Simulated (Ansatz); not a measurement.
GaGe3 under changes of volume

One of the cells (19.430 Å³/atom); the others are scaled copies at fixed shape and fractional positions:

```
Ge Ga
1.0
     0.00000    3.38717    3.38717
     3.38717    0.00000    3.38717
     3.38717    3.38717    0.00000
Ge Ga
3 1
Direct
  0.50000 0.50000 0.50000
  0.75000 0.75000 0.75000
  0.25000 0.25000 0.25000
  0.00000 0.00000 0.00000
```

The cell comes from a database or a generator and needn't be the stable form of this composition.

- Program: Ansatz 0.2.0
- Functional: LDA
- Potentials or basis: Ansatz PAW
- Cutoff: 420 eV (not typed: the program's choice for these potentials)
- k mesh: 7 × 7 × 7
- Occupations: fermi-dirac, width 0.05 eV
- Spin: no spin polarisation

| volume (Å³/atom) | energy over the lowest point (meV/atom) | pressure (GPa) |
| --- | --- | --- |
| 18.264 | 0.00 | -1.8 |
| 18.653 | ? | ? |
| 19.042 | 15.45 | -4.4 |
| 19.430 | 27.62 | -5.5 |
| 19.819 | 42.24 | -6.5 |
| 20.208 | 59.02 | -7.3 |
| 20.596 | 77.71 | -8.0 |

**Question.** What does the run at 18.653 Å³/atom give?

**Answer.** Energy over the lowest point 6.11 meV/atom; pressure -3.2 GPa.

Worked out: A Birch-Murnaghan fit of order 3 (a polynomial in V^(-2/3)) to the other rows has its minimum at 17.83 Å³/atom, just outside them, with B0 = V·E''(V) = 80 GPa and B' = 4.9. It gives 6.13 meV/atom at 18.653 Å³/atom, against the run's 6.11, and -dE/dV = -3.2 GPa, against -3.2.

Energies are extrapolated to zero smearing.

Caveats: the PAW data sets come from PBE, with cores solved anew for the run's functional, which leaves a small shift of forces and pressure.
